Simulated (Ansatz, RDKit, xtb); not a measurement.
# CH7ClGeSi: ranking a sample of isomers, part 2 of 2

Which of a sample of isomers of CH7ClGeSi is the most stable in the gas at 298.15 K, and what are its properties? The sample is small against all isomers, and the most stable one of this formula need not be in it.

xtb, Ansatz and PySCF; isolated molecules.

### 10 c553a at MP2/def2-TZVPP

Input file input.yaml:

```yaml
crystal:
  periodic: [false, false, false]
  atoms:
    - symbol: C
      position_ang: [-1.945062, -2.786862, -1.109941]
    - symbol: Cl
      position_ang: [-0.796301, -1.049454, -3.584055]
    - symbol: Ge
      position_ang: [-3.287813, 0.485441, -1.475059]
    - symbol: Si
      position_ang: [-1.453125, -1.040891, -1.591708]
    - symbol: H
      position_ang: [-2.273989, -2.813613, -0.057955]
    - symbol: H
      position_ang: [-1.093547, -3.475503, -1.227311]
    - symbol: H
      position_ang: [-2.771394, -3.145469, -1.742851]
    - symbol: H
      position_ang: [-0.314343, -0.567617, -0.754564]
    - symbol: H
      position_ang: [-2.859381, 1.893286, -1.934556]
    - symbol: H
      position_ang: [-3.835197, 0.585863, -0.032729]
    - symbol: H
      position_ang: [-4.429708, -0.004098, -2.390783]
basis:
  gaussian:
    orbitals: def2-TZVPP
correlation:
  method: mp2
  frozen_orbitals: {Si: 5, Ge: 9, Cl: 5, H: 0, C: 1}
total_charge: 0
```

Run with:

```
$ ansatz run input.yaml --threads 2 --pin off --max-ram 5220MiB --events-out events.jsonl --progress --plain --runs-dir runs
```

Standard output:

```text
Warning: RAYON_NUM_THREADS=2 ignored (pool sized by the plan → 2); use --threads N
Functional definition: HF
  name "HF"
  exchange = exact_x
  correlation = 0
1523 factors; integrals over basis functions are off by at most 1.0e-3 eV
mean field evaluation 1: about -77980.9518 eV, gradient 2.7e1 eV
mean field evaluation 2: about -77981.1448 eV, gradient 2.8e1 eV
mean field evaluation 4: about -77983.5687 eV, gradient 3.1e0 eV
mean field evaluation 8: about -77983.6120 eV, gradient 2.2e-1 eV
mean field -77983.61218029 eV, -2865.8448884348 hartree, gradient 2.7e-6 eV, S^2 0.000000; 0 other end points of the search recorded, 0 dependent functions left out
20 core orbitals not correlated: weight in the atoms' cores, before any rotation towards them, 1.000 or more for the frozen orbitals, at most 0.000 for the correlated occupied ones
reference -77983.61218029 eV, -2865.8448884348 hartree; 18, 18 occupied and 223, 223 virtual orbitals, 1523 factors
second order -20.58014888 eV of doubles, -0.00000000 eV of singles
Total energy: -78004.19232917 eV, -2866.6011949565 hartree
```

Run time: 5.4 s. Hardware: 2 threads of Intel Xeon 6975P-C (Granite Rapids), shared host; peak memory 0.68 GiB.

### 11 c616a at CCSD(T)/def2-SVP

Input file input.yaml:

```yaml
crystal:
  periodic: [false, false, false]
  atoms:
    - {symbol: C, position_ang: [-1.300708, -1.996775, -0.234932]}
    - {symbol: Cl, position_ang: [0.916839, 0.217091, -2.437819]}
    - {symbol: Ge, position_ang: [-1.112813, 0.974280, -2.018351]}
    - {symbol: Si, position_ang: [-2.334618, -1.006821, -1.459861]}
    - {symbol: H, position_ang: [-1.752382, -2.981335, -0.036876]}
    - {symbol: H, position_ang: [-0.290273, -2.145381, -0.645989]}
    - {symbol: H, position_ang: [-1.206207, -1.459009, 0.721400]}
    - {symbol: H, position_ang: [-2.554443, -1.765138, -2.725788]}
    - {symbol: H, position_ang: [-3.665045, -0.629396, -0.894371]}
    - {symbol: H, position_ang: [-1.565527, 1.724934, -3.288298]}
    - {symbol: H, position_ang: [-0.953787, 1.988502, -0.864253]}
basis:
  gaussian:
    orbitals: def2-SVP
magnetization:
  spin_polarized: false
correlation:
  method: ccsd_t
  frozen_orbitals: {Si: 5, Ge: 9, Cl: 5, H: 0, C: 1}
```

Run with:

```
$ ansatz run input.yaml --threads 2 --pin off --max-ram 5220MiB --events-out events.jsonl --progress --plain --runs-dir runs
```

Standard output (excerpt; [...] marks lines left out):

```text
Warning: RAYON_NUM_THREADS=2 ignored (pool sized by the plan → 2); use --threads N
[... 2 set-up lines as earlier in the session ...]
[...]
1149 factors; integrals over basis functions are off by at most 1.5e-3 eV
[...]
mean field -77967.89370457 eV, -2865.2672451063 hartree, gradient 6.3e-6 eV, S^2 0.000000; 0 other end points of the search recorded, 0 dependent functions left out
20 core orbitals not correlated: weight in the atoms' cores, before any rotation towards them, 1.000 or more for the frozen orbitals, at most 0.000 for the correlated occupied ones
reference -77967.89370457 eV, -2865.2672451063 hartree; 18, 18 occupied and 79, 79 virtual orbitals, 1149 factors
second order -16.59925327 eV of doubles, -0.00000000 eV of singles
cycle   1  -17.44940773 eV  change   -8.5e-1 eV  update   9.5e-2
[...]
cycle   8  -18.05894270 eV  change   -1.8e-5 eV  update   2.4e-5
perturbative correction -0.48101313 eV, -0.0176769067 hartree
Total energy: -77986.43366040 eV, -2865.9485759165 hartree
```

Wall time 9 s (2 threads of Intel Xeon 6975P-C (Granite Rapids), shared host); peak memory 0.56 GiB.

### 12 Putting it together

Energies in kcal/mol from c553a; G adds the thermal terms to the CCSD(T)/def2-SVP + MP2/def2-TZVPP - MP2/def2-SVP energy. The columns left of the relaxed level are at the tight-binding geometries.

```
label                    SMILES     spin  GFN2-xTB  HF/STO-3G  r2SCAN-D4/def2-SVP  B3LYP-D3(BJ)/def2-SVP  HF/def2-SVP  MP2/def2-SVP  CCSD(T)/def2-SVP + MP2/def2-TZVPP - MP2/def2-SVP    G  share at equilibrium     T1
c553a        C[Si@@H](Cl)[GeH3]  singlet       0.0        0.0                 0.0                    0.0          0.0           0.0                                               0.0  0.0                99.9 %  0.010
c145a       [CH3][GeH2][SiH2]Cl  singlet      -2.3        4.4                 5.1                    4.8          4.4           4.5                                               4.1  4.2                 0.1 %  0.010
c616a         C[SiH2][GeH2][Cl]  singlet      -6.5        2.7                 5.0                    4.4          3.9           5.5                                               5.8  5.3               < 0.1 %  0.010
c973a  [CH3][Ge@@H]([SiH3])[Cl]  singlet      -8.4        3.3                 6.0                    6.0          5.2           6.5                                               6.1  5.4               < 0.1 %  0.010
```

Lowest found: c553a, `C[Si@@H](Cl)[GeH3]`, a singlet. Bond lengths: C1–Si4 1.877 Å, Cl2–Si4 2.098 Å, Ge3–Si4 2.389 Å, C1–H5 1.103 Å, C1–H6 1.101 Å, C1–H7 1.101 Å, Si4–H8 1.491 Å, Ge3–H9 1.542 Å, Ge3–H10 1.546 Å, Ge3–H11 1.543 Å. Some angles: C1–Si4–Cl2 108.8°, C1–Si4–Ge3 112.4°, Cl2–Si4–Ge3 106.8°, C1–Si4–H8 110.6°, Cl2–Si4–H8 107.2°, Ge3–Si4–H8 110.9°, Si4–C1–H5 110.2°, Si4–C1–H6 110.6°, Si4–C1–H7 110.6°, Si4–Ge3–H9 110.8°.

```xyz
11

C    -1.9451   -2.7869   -1.1099
Cl   -0.7963   -1.0495   -3.5841
Ge   -3.2878    0.4854   -1.4751
Si   -1.4531   -1.0409   -1.5917
H    -2.2740   -2.8136   -0.0580
H    -1.0935   -3.4755   -1.2273
H    -2.7714   -3.1455   -1.7429
H    -0.3143   -0.5676   -0.7546
H    -2.8594    1.8933   -1.9346
H    -3.8352    0.5859   -0.0327
H    -4.4297   -0.0041   -2.3908
```

### 13 Summary of results

The summary covers parts 1 to 2.

| quantity | value |
| --- | --- |
| lowest structure found | C[Si@@H](Cl)[GeH3], singlet |
| next finalist | [CH3][GeH2][SiH2]Cl, singlet, 4.2 kcal/mol higher in G |
| share at equilibrium, among the finalists | 99.9 % |
| funnel | 6 starts, 6 minima at GFN2-xTB, 9 screening runs, 4 relaxed, 4 ranked |
| CPU time of all runs | 5.3 min |

`C[Si@@H](Cl)[GeH3]` comes out lowest. The margin of 4.2 kcal/mol over the next finalist is beyond the usual error of the last level; it says nothing of structures that weren't ranked. HF/STO-3G, r2SCAN-D4/def2-SVP, B3LYP-D3(BJ)/def2-SVP, HF/def2-SVP and MP2/def2-SVP already put its bonding pattern lowest among the structures in one piece; GFN2-xTB favours the singlet [CH3][Ge@@H]([SiH3])[Cl]. The largest share of the time went into the relaxations (52 %). The search is not exhaustive (a finite list of starts, one conformer a finalist), so a lower isomer can't be ruled out. Only 4 drawn patterns were tried, so whole families of isomers are missing, and the result ranks this sample alone. The lowest isomer need not be the one that is made and kept in a bottle, which depends on barriers.
